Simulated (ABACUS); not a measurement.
Crystal: Ta3AsAu2O13.

```
Au Ta As O
1.0
     5.72421    0.00000    0.00000
     1.29851    6.26592    0.00000
     0.30128    1.46936    8.85474
Au Ta As O
2 3 1 13
Direct
  0.58004 0.09228 0.18613
  0.04485 0.82077 0.44682
  0.21713 0.30521 0.58431
  0.03325 0.11123 0.99855
  0.58248 0.62145 0.50482
  0.58707 0.89691 0.83049
  0.66201 0.69726 0.71088
  0.51632 0.13418 0.69625
  0.85098 0.88773 0.91932
  0.34466 0.87003 0.94651
  0.73015 0.29240 0.03095
  0.24622 0.21809 0.11075
  0.12900 0.09398 0.49104
  0.48032 0.38887 0.43499
  0.05966 0.26685 0.78594
  0.93330 0.53240 0.45645
  0.49975 0.85161 0.34971
  0.25256 0.62988 0.62473
  0.91878 0.95175 0.22636
```

The cell was built by a generator and needn't be a form met in nature.

The cell isn't the ideal one: cell strained by +0.06 along c.

```yaml
Program: ABACUS 3.10.1
Task: relaxation of the atoms
Functional: PBE
Potentials_or_basis: PseudoDojo NC SR 0.4.1 PBE standard
Cutoff: 1361 eV
Density_cutoff: 5442 eV
Basis: DZP LCAO (the cutoffs set its grid)
k_mesh: 4 × 4 × 3
Occupations: fermi-dirac, width 0.05 eV
Spin: no spin polarisation
```

At the start: pressure -5.9 GPa; volume 16.72 Å³/atom.

Where does the relaxation end?

Over 32 steps the energy falls by 18.4 meV/atom; space group P1 (No. 1, to 0.05 Å).

Step by step:
```csv
step,energy change (eV),largest force (eV/Å),pressure (GPa)
1,0.0000,1.4459,-5.88
2,-0.1251,0.8964,-5.33
3,-0.2162,0.5701,-4.32
4,-0.2389,0.4763,-3.97
5,-0.2706,0.3469,-3.36
6,-0.2833,0.3106,-3.18
7,-0.2973,0.2558,-3.03
8,-0.3069,0.2501,-2.97
9,-0.3183,0.2507,-2.90
10,-0.3269,0.1866,-2.85
11,-0.3331,0.1775,-2.79
12,-0.3369,0.1757,-2.75
13,-0.3403,0.1725,-2.72
14,-0.3434,0.1468,-2.71
15,-0.3456,0.1158,-2.71
16,-0.3469,0.0658,-2.71
17,-0.3477,0.0752,-2.70
18,-0.3483,0.0623,-2.68
19,-0.3488,0.0456,-2.66
20,-0.3492,0.0407,-2.63
21,-0.3495,0.0400,-2.62
22,-0.3497,0.0363,-2.61
23,-0.3499,0.0375,-2.61
24,-0.3500,0.0272,-2.61
25,-0.3501,0.0236,-2.62
26,-0.3502,0.0220,-2.62
27,-0.3503,0.0234,-2.62
28,-0.3503,0.0178,-2.62
29,-0.3504,0.0221,-2.63
30,-0.3504,0.0166,-2.63
31,-0.3504,0.0126,-2.64
32,-0.3505,0.0088,-2.64
```

Final structure:
```cif
data_structure
_symmetry_space_group_name_H-M 'P 1'
_symmetry_Int_Tables_number 1
_cell_length_a 5.7242
_cell_length_b 6.3990
_cell_length_c 8.9809
_cell_angle_alpha 80.386
_cell_angle_beta 88.078
_cell_angle_gamma 78.292
_cell_volume 317.60
loop_
_atom_site_label
_atom_site_type_symbol
_atom_site_fract_x
_atom_site_fract_y
_atom_site_fract_z
_atom_site_occupancy
Au1 Au 0.58399 0.07924 0.18148 1
Au2 Au 0.04284 0.83226 0.44459 1
Ta1 Ta 0.21377 0.31324 0.59146 1
Ta2 Ta 0.03807 0.10221 0.98836 1
Ta3 Ta 0.57711 0.63351 0.51062 1
As1 As 0.58661 0.90006 0.82719 1
O1 O 0.66251 0.70472 0.70589 1
O2 O 0.51862 0.14483 0.69990 1
O3 O 0.85614 0.87493 0.91796 1
O4 O 0.34214 0.85914 0.93867 1
O5 O 0.73076 0.27237 0.02455 1
O6 O 0.24982 0.20232 0.09993 1
O7 O 0.12813 0.10638 0.49738 1
O8 O 0.47880 0.39441 0.45082 1
O9 O 0.06256 0.26313 0.78772 1
O10 O 0.92875 0.53844 0.46549 1
O11 O 0.49910 0.85857 0.35584 1
O12 O 0.24541 0.64223 0.62196 1
O13 O 0.92339 0.94089 0.22520 1
```

Caveat: the atomic orbitals were generated for these runs and aren't a published set; the basis of atomic orbitals isn't converged, which shifts pressures, moduli and gaps.
